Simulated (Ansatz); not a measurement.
# CH₄AlF₃O: basis-set convergence

How large a basis does CH₄AlF₃O need? Two functionals are run in growing sets.

Program: Ansatz 0.2.0, Gaussian basis. Level of theory: one geometry, several basis sets. These are calculated values, not measurements.

Plan: PBE0-D4/def2-SVP; ωB97M-V/def2-SVP; PBE0-D4/def2-QZVPP; ωB97M-V/def2-QZVPP; the functionals' def2-TZVPP values are taken from earlier runs.

### 1 The relaxed structure

All runs share one geometry, relaxed beforehand with PBE0-D4 in a triple-zeta def2 set.

SMILES `C[OH+][Al-]([F])([F])[F]`, 10 atoms, charge 0, spin multiplicity 1.

Atoms are counted from 1 here; the program's logs count them from 0.

Bond lengths: C1–O2 1.440 Å, C1–H7 1.089 Å, C1–H8 1.090 Å, C1–H9 1.087 Å, O2–Al3 1.908 Å, O2–H10 0.963 Å, Al3–F4 1.656 Å, Al3–F5 1.654 Å, Al3–F6 1.649 Å. Angles: O2–C1–H7 109.0°, O2–C1–H8 110.2°, O2–C1–H9 106.2°, H7–C1–H8 111.5°, H7–C1–H9 109.8°, H8–C1–H9 110.0°, C1–O2–Al3 120.9°, C1–O2–H10 111.9°, Al3–O2–H10 113.3°, O2–Al3–F4 100.8°, O2–Al3–F5 96.7°, O2–Al3–F6 101.9°, F4–Al3–F5 116.7°, F4–Al3–F6 115.2°, F5–Al3–F6 119.6°.

### 2 PBE0-D4 in def2-SVP

The input, in.yaml:

```yaml
crystal:
  periodic: [false, false, false]
  atoms:
    - {symbol: C, position_ang: [0.342673, -1.127691, 0.766669]}
    - {symbol: O, position_ang: [0.707516, 0.034431, -0.002014]}
    - {symbol: Al, position_ang: [-0.625343, 1.224942, -0.670139]}
    - {symbol: F, position_ang: [-1.730621, 0.147112, -1.267963]}
    - {symbol: F, position_ang: [0.336761, 1.992519, -1.774751]}
    - {symbol: F, position_ang: [-1.088663, 2.020574, 0.698426]}
    - {symbol: H, position_ang: [1.236981, -1.543688, 1.228072]}
    - {symbol: H, position_ang: [-0.154833, -1.859000, 0.130321]}
    - {symbol: H, position_ang: [-0.340660, -0.778923, 1.537379]}
    - {symbol: H, position_ang: [1.399289, -0.161378, -0.642999]}
basis:
  gaussian: {orbitals: def2-SVP}
hamiltonian: {xc: pbe0, dispersion: d4}
output: {orbitals: {seedname: orbitals}}
```

Command:

```bash
$ ansatz run in.yaml --threads 4 --pin off --events-out ev --progress --plain --max-ram 10444MiB
```

After this run come: ωB97M-V in def2-SVP; PBE0-D4 in def2-QZVPP; ωB97M-V in def2-QZVPP.

Before running them: what should the planned runs give, taken together? Wanted: PBE0-D4: double and triple zeta above quadruple; ωB97M-V: double and triple zeta above quadruple.

As calculated:

| quantity | value |
| --- | --- |
| PBE0-D4: double and triple zeta above quadruple | 17.41, 0.90 eV |
| ωB97M-V: double and triple zeta above quadruple | 17.66, 0.85 eV |

In words: PBE0-D4 gains 16.51 eV from double to triple zeta, then 0.90 eV more. Total energies overstate the basis error of differences, where much of it tends to cancel. The LUMO of ωB97M-V is positive and keeps falling with the basis (1.66 to 0.56 eV): an unbound level that the basis holds in place.
